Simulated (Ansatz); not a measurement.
This script makes a test of the smearing width of Li2Mg, space group P6_3/mmc with the Ansatz DFT code, driven from Python.

The script, `run_smear.py`:
```python
"""How the energy of Li2Mg depends on the smearing."""

import csv
import warnings

import ansatz as az
import numpy as np


def main() -> None:
    warnings.simplefilter("ignore", az.DeckWarning)

    vectors = np.array([
        [3.07827, 0.0, 0.0],
        [-1.539135, 2.66586, 0.0],
        [0.0, 0.0, 15.433896],
    ])
    cell = (
        az.Lattice.of(vectors)
        .atom("Li", (2 / 3, 1 / 3, 0.582794))
        .atom("Li", (2 / 3, 1 / 3, 0.917206))
        .atom("Li", (1 / 3, 2 / 3, 0.082794))
        .atom("Li", (1 / 3, 2 / 3, 0.417206))
        .atom("Mg", (1 / 3, 2 / 3, 0.75))
        .atom("Mg", (2 / 3, 1 / 3, 0.25))
    )

    calculation = (
        cell.calculation()
        .functional("pbesol", dispersion="d4")
        .basis(14 * az.Ha)
        .kpoints(9, 9, 2, shift=0.5)
        .mixing("msr1", preconditioner="kerker")
        .scf(tolerance=1e-08, algorithm="direct_min")
    )

    rows = []
    for value in [0.25, 0.15, 0.1, 0.05, 0.025]:
        rep = calculation.occupations("gaussian", width=value).run(threads=1, backend="cpu").report
        rows.append((value, rep["free_energy_ev"] / len(rep["lattice"]["sites"]), rep["n_iterations"], rep["n_kpoints"]))

    with open("smear.csv", "w", newline="") as handle:
        writer = csv.writer(handle)
        writer.writerow(["width (eV)", "F/atom (eV)", "iterations", "k-points"])
        writer.writerows([round(v, 5) if isinstance(v, float) else v for v in row] for row in rows)

    # the last row is the reference
    for row in rows[:-1]:
        shift = 1000 * (row[1] - rows[-1][1])
        print(f"{row[0]}: {shift:+.2f} meV/atom" + ("  (within 1 meV)" if abs(shift) < 1 else ""))


if __name__ == "__main__":
    main()
```

How much does the free energy per atom change between the narrowest and the widest smearing, and why?

Going from 0.025 to 0.25 eV changes F by -7.7 meV an atom. With this scheme F falls roughly as the square of the width; the report's estimate for zero width (energy_sigma0_ev) moves by only +0.4 meV.

The run itself:

```console
$ python run_smear.py
RunWarning: dispersion: an atom stands within reach of a switch of its C6 between two reference coordination numbers of its element: through that C6 alone, e_disp changes by 0.025 eV or more while the distances to its neighbours run over a stretch of 0.05 Å that contains this geometry (sites counted from 0 in the run's list of atoms or, in a supercell that it derives, in that cell's: here a list of 6) — site 4 (Mg): coordination number 8.395 (about 7.80 to 8.99 with every neighbour 0.05 Å [...]
0.25: -7.72 meV/atom
0.15: -2.58 meV/atom
0.1: -1.07 meV/atom
0.05: -0.19 meV/atom  (within 1 meV)
```
(Warnings from the package without file and line, shortened.)

File `smear.csv` afterwards:
```csv
width (eV),F/atom (eV),iterations,k-points
0.25,-772.72167,5,25
0.15,-772.71652,5,25
0.1,-772.71502,5,25
0.05,-772.71414,6,25
0.025,-772.71395,6,25
```

Caveats:
- The cutoff lies under the one recommended for these potentials.
- Dispersion corrections can be off by several per cent in the lattices of metals, and by several GPa in the pressure at a fixed cell.
- The mesh is modest for a metal, so energies can be off by several to tens of meV an atom and pressures by half a GPa or more; differences at equal mesh fare better.
- The free energy holds a sizeable smearing term, which stands for no physical temperature.
- The mesh has less symmetry than the crystal, which the program warned of.
- The narrowest width needs the finest mesh, so the last row is no converged reference.
- The structure comes from a database of computed cells and needn't be a stable or known phase.
- The script silences the warnings on its input, which a real study should read.
- Timing: 65 s on 1 thread of Intel(R) Xeon(R) Processor @ 2.30GHz (shared host), peak memory 0.64 GiB.
